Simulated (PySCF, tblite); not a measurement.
# CH4OSSi (triplet), a cluster model of a defect: EPR parameters

Wanted: the EPR parameters for `O[C]S[SiH3]`. It is drawn as: twofold C.

Programs: tblite 0.8.0 and PySCF 2.14.0. All values are calculated, for the isolated system unless a continuum is named. Atoms count from 0, parts from 1.

### Step 1. Starting point

8 atoms, charge 0, multiplicity 3; geometry: distance geometry start.

### Step 2. Relaxing the cluster with GFN2-xTB

What the job is given:

```
{"job": {"kind": "relax", "xc": "GFN2-xTB", "basis": "xTB"}, "charge": 0, "multiplicity": 3}
C     -1.721272     0.812614     1.025450
O     -2.078825    -0.255585     0.180178
S     -0.047312     1.344871     0.689764
Si     1.341184    -0.242068     0.278056
H     -2.599288     0.068179    -0.613463
H      1.174551    -1.353417     1.220079
H      2.689202     0.312586     0.518660
H      1.292348    -0.675940    -1.101290
```

Method: GFN2-xTB geometry optimisation, gas phase.

Started as:

```console
OMP_NUM_THREADS=1 python cluster_run.py task.json out
```

This one command runs all jobs of the session in turn.

Output:

```text
step      E/eV     max force
  0    -355.44294    3.872
  1    -355.73410    2.227
  2    -355.87519    1.363
  3    -355.93970    0.871
  4    -355.98368    0.833
  5    -356.00422    0.542
  6    -356.01659    0.505
  7    -356.02962    0.544
  8    -356.04042    0.499
  9    -356.04857    0.337
 10    -356.05348    0.186
 11    -356.05604    0.170
 12    -356.05907    0.166
 13    -356.06089    0.145
 14    -356.06210    0.146
 15    -356.06333    0.101
 16    -356.06474    0.115
 17    -356.06640    0.130
 18    -356.06821    0.135
 19    -356.06968    0.124
 20    -356.07043    0.069
 21    -356.07087    0.069
 22    -356.07144    0.082
 23    -356.07234    0.125
 24    -356.07351    0.150
 25    -356.07454    0.111
 26    -356.07523    0.071
 27    -356.07572    0.078
 28    -356.07624    0.081
 29    -356.07683    0.089
 30    -356.07741    0.083
 31    -356.07807    0.098
 32    -356.07912    0.110
 33    -356.08080    0.157
 34    -356.08266    0.161
 35    -356.08371    0.089
 36    -356.08398    0.157
 37    -356.08473    0.084
 38    -356.08525    0.075
 39    -356.08654    0.146
 40    -356.08795    0.185
 41    -356.08905    0.163
 42    -356.08966    0.075
 43    -356.09005    0.089
 44    -356.09043    0.026
 45    -356.09073    0.039
 46    -356.09088    0.019
 47    -356.09092    0.021
 48    -356.09095    0.019
 49    -356.09099    0.018
 50    -356.09104    0.027
 51    -356.09111    0.041
 52    -356.09123    0.047
 53    -356.09135    0.040
 54    -356.09142    0.019
 55    -356.09145    0.018
 56    -356.09147    0.019
 57    -356.09152    0.022
 58    -356.09160    0.026
 59    -356.09173    0.022
 60    -356.09189    0.046
 61    -356.09201    0.035
 62    -356.09220    0.063
 63    -356.09241    0.050
 64    -356.09279    0.056
 65    -356.09290    0.036
 66    -356.09317    0.035
 67    -356.09357    0.054
 68    -356.09395    0.055
 69    -356.09428    0.041
 70    -356.09444    0.016
 71    -356.09448    0.018
 72    -356.09448    0.019
 73    -356.09450    0.011
 74    -356.09451    0.010
 75    -356.09452    0.009
 76    -356.09453    0.013
 77    -356.09455    0.019
 78    -356.09458    0.030
 79    -356.09464    0.039
 80    -356.09477    0.060
 81    -356.09509    0.072
 82    -356.09501    0.166
 83    -356.09535    0.028
 84    -356.09543    0.019
 85    -356.09546    0.035
 86    -356.09548    0.022
 87    -356.09551    0.010
 88    -356.09552    0.008
```

Wall time 1.2 s (1 thread of Arm Neoverse V1, shared host).

Relaxation path:

```csv
step,energy from step 0 (eV),largest force (eV/Å)
0,0.0000,3.8712
3,-0.4968,0.8713
6,-0.5736,0.5049
9,-0.6056,0.3368
12,-0.6161,0.1653
15,-0.6204,0.1007
18,-0.6253,0.1357
21,-0.6279,0.0694
24,-0.6306,0.1499
27,-0.6328,0.0787
30,-0.6345,0.0826
33,-0.6379,0.1572
36,-0.6410,0.1561
39,-0.6436,0.1458
42,-0.6467,0.0757
45,-0.6478,0.0389
48,-0.6480,0.0185
51,-0.6482,0.0415
54,-0.6485,0.0186
57,-0.6486,0.0218
60,-0.6489,0.0459
63,-0.6495,0.0493
66,-0.6502,0.0347
69,-0.6513,0.0412
72,-0.6515,0.0197
75,-0.6516,0.0088
78,-0.6516,0.0299
81,-0.6522,0.0719
84,-0.6525,0.0193
87,-0.6526,0.0104
88,-0.6526,0.0078
```

Distances of close pairs at the start and the end, largest changes first:

```csv
bond,before (Å),after (Å),change (Å)
C0–S2,1.788,1.674,-0.114
C0–O1,1.408,1.332,-0.077
S2–Si3,2.148,2.207,+0.059
O1–H4,1.003,0.972,-0.031
Si3–H6,1.477,1.452,-0.025
Si3–H5,1.466,1.454,-0.012
Si3–H7,1.447,1.455,+0.008
```

### Step 3. Relaxing the molecule at PBE0-D3(BJ)/def2-SVP

What the job is given:

```
{"job": {"xc": "PBE0", "basis": "def2-SVP", "d3": "d3bj", "grid": 2, "kind": "geom", "shake": 0.01}, "charge": 0, "multiplicity": 3}
C     -1.508826     0.253969     0.610154
O     -2.324992    -0.159868    -0.375927
S     -0.131074     1.163861     0.535472
Si     1.516383    -0.285322     0.074765
H     -2.792429     0.545318    -0.855876
H      1.472461    -1.256587     1.156237
H      2.660006     0.573199     0.043086
H      1.154548    -0.863123    -1.215811
```

Output:

```text
step   0  E = -802.60713588  max force = 0.037637
step   1  E = -802.61525835  max force = 0.007295
step   2  E = -802.61567952  max force = 0.001498
step   3  E = -802.61570556  max force = 0.000228
step   4  E = -802.61571686  max force = 0.000570
step   5  E = -802.61572336  max force = 0.000705
step   6  E = -802.61572606  max force = 0.000358
optimisation converged
```

Wall time 32 s (1 thread of Arm Neoverse V1, shared host); peak memory 0.43 GiB.

Relaxation path:

```csv
step,energy from step 0 (eV),largest force component (eV/Å)
0,0.0000,1.9354
1,-0.2210,0.3751
2,-0.2325,0.0770
3,-0.2332,0.0117
4,-0.2335,0.0293
5,-0.2337,0.0363
6,-0.2338,0.0184
```

Distances of close pairs at the start and the end, largest changes first:

```csv
bond,before (Å),after (Å),change (Å)
C0–S2,1.653,1.737,+0.084
S2–Si3,2.242,2.173,-0.069
Si3–H6,1.430,1.492,+0.062
Si3–H5,1.454,1.490,+0.036
Si3–H7,1.460,1.491,+0.031
C0–O1,1.345,1.324,-0.021
O1–H4,0.973,0.971,-0.002
```

The final coordinates are the input of the step that follows.

```csv
at the end point,value
point group (found at 0.08 Å tolerance),C1
"rotational constants (GHz, main isotopes)","8.461, 2.673, 2.153"
dipole moment (D),1.23
⟨S²⟩,2.007
```

### Step 4. EPR parameters: B3LYP/IGLO-III+pcH-1

What the job is given:

```
{"job": {"kind": "epr"}, "charge": 0, "multiplicity": 3}
C     -1.495339     0.264957     0.534969
O     -2.219515    -0.178961    -0.481094
S     -0.085833     1.279079     0.508525
Si     1.427536    -0.226926     0.101915
H     -2.903515     0.463264    -0.731509
H      1.424652    -1.252705     1.183016
H      2.731356     0.498441     0.070417
H      1.165961    -0.876172    -1.214626
```

With the program's defaults for keys left out, this is: UKS B3LYP, IGLO-III on C O S Si, pcH-1 on H, non-relativistic, mean-field spin-orbit, GIAO.

Output:

```text
UKS, coarse grid
  cycle   1  E = -803.34900536  |g| = 4.22e-01
  cycle   2  E = -803.23936039  |g| = 6.98e-01
  cycle   3  E = -803.40798903  |g| = 8.94e-02
  cycle   4  E = -803.41127277  |g| = 3.19e-02
  cycle   5  E = -803.41181104  |g| = 9.26e-03
  cycle   6  E = -803.41187168  |g| = 4.59e-03
  cycle   7  E = -803.41188397  |g| = 2.05e-03
  cycle   8  E = -803.41188714  |g| = 8.15e-04
UKS, final grid
  cycle   1  E = -803.41190430  |g| = 1.13e-03
  cycle   2  E = -803.41190319  |g| = 1.84e-03
  cycle   3  E = -803.41190501  |g| = 1.46e-04
  cycle   4  E = -803.41190502  |g| = 3.75e-05
  cycle   5  E = -803.41190503  |g| = 2.01e-05
E = -803.41190503 Eh   <S^2> = 2.0079 (exact 2.0000)
g shifts (ppm)      1          2          3
  rmc          -194       -194       -194
  gc             34         11        -28
  oz_so        -575        419       1574
  total        -734        236       1353
hyperfine (MHz)  atom isotope    a_iso     a_fc   dipolar eigenvalues
    0   13C     353.69     353.79    -65.98      7.12     58.86
    1   17O     -58.75     -58.73    -24.19      6.51     17.68
    2   33S      33.05      33.13    -14.06     -9.41     23.47
    3  29Si     -54.47     -54.56     -9.65      4.48      5.18
    4    1H      68.94      68.91    -10.16     -6.88     17.04
    5    1H       1.19       1.19     -2.33     -1.34      3.67
    6    1H      17.01      17.00     -1.65     -0.77      2.42
    7    1H      -0.34      -0.34     -2.05     -1.17      3.22
zero-field splitting (cm-1)  D = 0.7557  E = 0.0929  (spin-spin 0.4582, spin-orbit 0.3162)
```

Run time: 35 s. Hardware: 1 thread of Arm Neoverse V1, shared host; peak memory 0.59 GiB.

Principal g values 2.00158, 2.00256, 2.00367; g(iso) = 2.00260, against 2.00232 for a free electron.

Hyperfine couplings, nucleus by nucleus at this fixed geometry (no averaging over rotations):

```csv
nuclei,isotope,a(iso) (MHz),"a(iso) (G, at g = 2.0023)",largest dipolar term (MHz)
C0,13C,353.7,126.2,-66.0
H4,1H,68.9,24.6,17.0
O1,17O,-58.7,-21.0,-24.2
Si3,29Si,-54.5,-19.4,-9.7
S2,33S,33.1,11.8,23.5
H6,1H,17.0,6.1,2.4
H5,1H,1.2,0.4,3.7
H7,1H,-0.3,-0.1,3.2
```

Zero-field splitting: D = 0.756 cm⁻¹ (spin-spin 0.458, spin-orbit 0.316), E = 0.093 cm⁻¹.

Mulliken spin populations:

```csv
atom,value (e)
C0,1.59
O1,0.08
S2,0.20
Si3,0.07
H4,0.05
H5,0.00
H6,0.02
H7,0.00
```

Orbitals, density, ELF and potential are computed afterwards from the orbital file.

ELF in a plane through or near 3 of the atoms.

Ten even steps from '0' (0.00) to '9' (1.00):
```
0000000000000000000000000000
0000000000000121000000000000
0000000000003565210000000000
0000000000026888520000000000
0000000000037998630000000000
0000026510137636631000000000
0000289961147251643200000000
0001699996468252764200000000
0002799995138857643125510000
0001699991625654325589861000
0000489972732421137799961000
0000134431236300158788620000
0000000138999600168863100000
0000000059999910047641000000
0000000069999920013310000000
0000000049999810000000000000
0000000016898400000000000000
0000000000111000000000000000
0000000000000000000000000000
0000000000000000000000000000
```
The map spans 11.2 Å across and 8.0 Å up, centred on the molecule. Atoms in the plane (x, y in Å): S2 (0.2, 1.3), H4 (3.0, -0.2), H7 (-1.1, -1.4).

log10 of the density (e/Å³) in the same plane.

Values, 10 rows by 14 columns:
```
-4.0 -4.0 -4.0 -4.0 -4.0 -4.0 -3.4 -3.0 -3.4 -4.0 -4.0 -4.0 -4.0 -4.0
-4.0 -4.0 -4.0 -3.9 -3.5 -2.6 -1.8 -1.5 -1.9 -2.6 -3.6 -4.0 -4.0 -4.0
-4.0 -4.0 -3.5 -2.8 -2.5 -1.7 -0.9 -0.3 -0.9 -1.8 -2.7 -3.7 -4.0 -4.0
-4.0 -3.6 -2.5 -1.5 -1.1 -1.0 -0.2  2.1 -0.2 -1.0 -1.9 -2.9 -3.7 -4.0
-4.0 -3.2 -2.0 -0.6 -0.1 -0.3 -0.2  0.0 -0.2 -0.5 -0.8 -1.5 -2.7 -4.0
-4.0 -3.3 -2.2 -1.0 -0.3  1.0 -0.4 -0.9 -0.7  0.1  0.3 -0.8 -2.2 -3.8
-4.0 -3.9 -2.9 -1.9 -0.9 -0.1 -0.4 -1.6 -1.3 -0.2 -0.3 -1.5 -2.7 -4.0
-4.0 -4.0 -3.7 -2.7 -1.6 -0.7 -0.9 -2.0 -2.3 -1.7 -1.8 -2.7 -3.7 -4.0
-4.0 -4.0 -4.0 -3.4 -2.5 -1.9 -2.0 -2.8 -3.3 -3.0 -3.0 -3.7 -4.0 -4.0
-4.0 -4.0 -4.0 -4.0 -3.7 -3.4 -3.4 -4.0 -4.0 -4.0 -4.0 -4.0 -4.0 -4.0
```
The map spans 11.2 Å across and 8.0 Å up, centred on the molecule. Atoms in the plane (x, y in Å): S2 (0.2, 1.3), H4 (3.0, -0.2), H7 (-1.1, -1.4).

On the surface of density 0.002 e/bohr³ the electrostatic potential runs, from the 1st to the 99th percentile, from -0.84 V near O1 to 2.60 V near H4.

The spin density lies nearest to C0 68 %; S2 14 %; O1 9 %.

### Step 5. EPR parameters: BHandHLYP/IGLO-III+pcH-1

The job, as its differences from that of step 4:

```diff
@@ -1,2 +1,2 @@
-{"job": {"kind": "epr"}, "charge": 0, "multiplicity": 3}
+{"job": {"kind": "epr", "xc": "BHandHLYP"}, "charge": 0, "multiplicity": 3}
 C     -1.495339     0.264957     0.534969
```

Level: UKS BHandHLYP, IGLO-III on C O S Si, pcH-1 on H, non-relativistic, mean-field spin-orbit, GIAO.

Output:

```text
UKS, coarse grid
  cycle   1  E = -803.23612556  |g| = 3.72e-01
  cycle   2  E = -803.24494078  |g| = 3.96e-01
  cycle   3  E = -803.29959313  |g| = 5.99e-02
  cycle   4  E = -803.30199686  |g| = 2.01e-02
  cycle   5  E = -803.30249589  |g| = 9.03e-03
  cycle   6  E = -803.30260478  |g| = 3.71e-03
  cycle   7  E = -803.30262728  |g| = 1.74e-03
  cycle   8  E = -803.30263129  |g| = 7.18e-04
UKS, final grid
  cycle   1  E = -803.30264362  |g| = 5.84e-04
  cycle   2  E = -803.30264374  |g| = 6.04e-04
  cycle   3  E = -803.30264394  |g| = 1.08e-04
  cycle   4  E = -803.30264398  |g| = 5.74e-05
  cycle   5  E = -803.30264398  |g| = 6.67e-06
E = -803.30264398 Eh   <S^2> = 2.0129 (exact 2.0000)
g shifts (ppm)      1          2          3
  rmc          -194       -194       -194
  gc             35         12        -30
  oz_so        -490        403       1400
  total        -648        221       1176
hyperfine (MHz)  atom isotope    a_iso     a_fc   dipolar eigenvalues
    0   13C     383.54     383.62    -69.60      9.25     60.35
    1   17O     -57.35     -57.33    -23.80      6.21     17.59
    2   33S      29.17      29.24    -14.03     -8.96     22.98
    3  29Si     -48.39     -48.47     -8.95      4.06      4.89
    4    1H      65.88      65.85    -10.36     -6.91     17.28
    5    1H       0.76       0.76     -2.31     -1.44      3.75
    6    1H      15.44      15.44     -1.53     -0.76      2.30
    7    1H      -0.72      -0.72     -2.03     -1.25      3.27
zero-field splitting (cm-1)  D = 0.7693  E = 0.0939  (spin-spin 0.5153, spin-orbit 0.2796)
```

Run time: 34 s. Hardware: 1 thread of Arm Neoverse V1, shared host; peak memory 0.59 GiB.

In short: g(iso) 2.00257.

### Step 6. Run by run: EPR parameters

g, ⟨S²⟩ and isotropic hyperfine couplings (MHz), with basis size and wall time:

```csv
run,g(iso),⟨S²⟩,13C C0,1H H4,17O O1,29Si Si3,33S S2,functions,time
B3LYP/IGLO-III+pcH-1,2.00260,2.008,353.7,68.9,-58.7,-54.5,33.1,198,35 s
BHandHLYP/IGLO-III+pcH-1,2.00257,2.013,383.5,65.9,-57.3,-48.4,29.2,198,34 s
```

### Step 7. Summary of results

| quantity | value |
| --- | --- |
| point group | C1 |
| rotational constants (main isotopes) | 8.46, 2.67, 2.15 GHz |
| D, E (B3LYP) | 0.756, 0.093 cm⁻¹ |
| g(iso) (B3LYP) | 2.00260 |
| ⟨S²⟩ | 2.008 (exact 2.00) |
| largest a(iso) | 13C on C0, 353.7 MHz |
| surface potential, 1st and 99th percentile | -0.84 V and 2.60 V |

The optimisation took 6 steps and gained 0.234 eV; among the close pairs (by a distance rule), C0–S2 changed most, from 1.653 to 1.737 Å (PBE0/def2-SVP). No frequency check was run at this level, so the end point may be a saddle. C0 carries the largest spin population, 1.59 e. The isotropic g lies 0.3 ppt above the free-electron value. The coupling of 13C on C0 runs from 353.7 (B3LYP/IGLO-III+pcH-1) to 383.5 MHz (BHandHLYP/IGLO-III+pcH-1). The triplet was assumed; the singlet may lie lower.
